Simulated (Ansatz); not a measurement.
# Nb2Cu4Rh7Au3: the cost of one run

Program: Ansatz 0.2.0. Level of theory: DFT PBEsol, scalar-relativistic, plane waves, PAW. These are calculated values, not measurements.

**1. The structure to begin with**

The cell holds 16 atoms (Au3Cu4Nb2Rh7): a = 6.745 Å, b = 6.745 Å, c = 6.745 Å, α = 109.47°, β = 109.47°, γ = 109.47°.

The sites of an ideal fcc lattice, at a guessed lattice constant, take 7 Rh, 4 Cu, 3 Au, 2 Nb (sublattices apart by semicolons), with a shake of 0.02 Å. Warren-Cowley parameters of the first shell (negative: unlike neighbours preferred): Au-Cu +0.00, Au-Nb -0.11, Au-Rh -0.02, Cu-Nb +0.00, Cu-Rh +0.00, Nb-Rh -0.05. In a cell this small the draw can fall short of the order aimed at.

As a file:

```
Cu Nb Rh Au
1.0
    -3.89410    3.89410   -3.89410
     3.89410    3.89410    3.89410
     3.89410   -3.89410   -3.89410
Cu Nb Rh Au
4 2 7 3
Cartesian
  3.8995 1.9623 -1.9479
  0.0049 0.0057 -0.0048
  1.9900 1.9562 -0.0095
  -1.9294 3.8936 -1.9369
  -0.0066 3.8767 -3.8835
  1.9502 5.8153 -0.0141
  5.8251 1.9053 -0.0245
  3.9102 -1.9491 -1.9507
  -0.0189 0.0245 -3.9238
  1.9506 -0.0203 -1.9919
  1.9680 3.9334 -1.9247
  3.9306 1.9495 1.9322
  0.0054 3.9004 -0.0166
  1.9722 1.9901 -3.8862
  0.0032 1.9440 -1.9449
  5.7862 -0.0091 -1.9294
```

**2. Relaxing on a coarse mesh**

Cell and atoms move without symmetry, on a coarse mesh with loose thresholds.

input.yaml reads:

```yaml
crystal:
  lattice:
    - [-3.89409582, 3.89409582, -3.89409582]
    - [3.89409582, 3.89409582, 3.89409582]
    - [3.89409582, -3.89409582, -3.89409582]
  atoms:
    - { symbol: Cu, position: [0.5020611453, 0.7526514769, 0.7508060738] }
    - { symbol: Cu, position: [0.0013368073, 0.001351881, 0.0012368336] }
    - { symbol: Cu, position: [0.2523923327, 0.5066806567, 0.2567292455] }
    - { symbol: Cu, position: [0.7486235414, 0.2522001893, 0.0009583845] }
    - { symbol: Nb, position: [0.9964002552, 0.4969134621, 0.4977885197] }
    - { symbol: Nb, position: [0.748485139, 0.9970780481, 0.2522110717] }
    - { symbol: Rh, position: [0.2477867811, 0.9925742232, 0.7510835111] }
    - { symbol: Rh, position: [0.0002073671, 0.2518106556, 0.75253784] }
    - { symbol: Rh, position: [0.5069561041, 0.0007151127, 0.5013922756] }
    - { symbol: Rh, position: [0.2531461138, 0.2478425286, 0.5062067464] }
    - { symbol: Rh, position: [0.7521847076, 0.7577443258, 0.4998241233] }
    - { symbol: Rh, position: [0.0022232513, 0.7550005246, 0.2565847537] }
    - { symbol: Rh, position: [0.5029498983, 0.5015125137, 0.0028324762] }
    - { symbol: Au, position: [0.7545102165, 0.5087519623, 0.7522090016] }
    - { symbol: Au, position: [0.4993448558, 0.250027483, 0.2501428447] }
    - { symbol: Au, position: [0.2465587543, 0.7417704034, 0.9906788191] }
  symmetry: { detect: false }
basis:
  ecutwfc: 420
kpoints:
  mp_grid: { grid: [3, 3, 3], shift: [0.0, 0.0, 0.0] }
hamiltonian:
  xc: pbesol
scf:
  occupations: { method: gaussian, width: 0.1 }
  lower_state_search: "off"
output:
  forces: true
  stress: true
  eigenvalues: true
relax:
  adjacent_minimum: "off"
  f_tol: 0.04
  max_steps: 50
  cell: { stress_tol: 0.3 }
```

Command:

```
$ ansatz run input.yaml --threads 4 --pin off --max-ram 9216MiB --backend cpu --events-out ev --progress --plain --runs-dir out
```

**Question.** How long does this run take on 4 threads of Arm Neoverse N1, shared host, and how much memory does it need?

About 5.1 min, with a peak of 1.4 GiB.
